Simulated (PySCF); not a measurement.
# C2H8ClPPb: the cost of one run

Computed with PySCF 2.14.0 and routines of our own; the level stands in each step. Atoms count from 0.

### 1 The system as given

13 atoms, charge 0, multiplicity 1; geometry from: GFN2-xTB.

### 2 Optimising the geometry at PBE0-D3(BJ)/def2-SVP

What the job is given:

```
{"job": {"xc": "PBE0", "basis": "def2-SVP", "d3": "d3bj", "grid": 1, "maxiter": 30, "shake": 0.01, "kind": "geom"}, "charge": 0, "multiplicity": 1}
C     -2.091250    -0.549180    -0.475210
C     -1.055080    -0.752850     0.558520
Pb     0.722520     0.771630     0.204510
P      3.307710     0.415140     0.936870
Cl     0.919330     0.781930    -2.310390
H     -1.709200    -0.632920    -1.483660
H     -2.537260     0.466670    -0.392470
H     -2.894290    -1.253370    -0.358720
H     -0.622710    -1.736760     0.522160
H     -1.394970    -0.541490     1.578430
H      0.212950     2.456760     0.554540
H      3.743090     1.253300    -0.055090
H      3.404980    -0.695760     0.126450
```

Started as:

```console
OMP_NUM_THREADS=1 python heavy_run.py task.json out
```

This one command runs all jobs of the session in turn.

**Question.** How long does this first job take on 1 thread of Arm Neoverse V1, shared host, and how much memory does it need?

About 99 s, with a peak of 0.57 GiB.
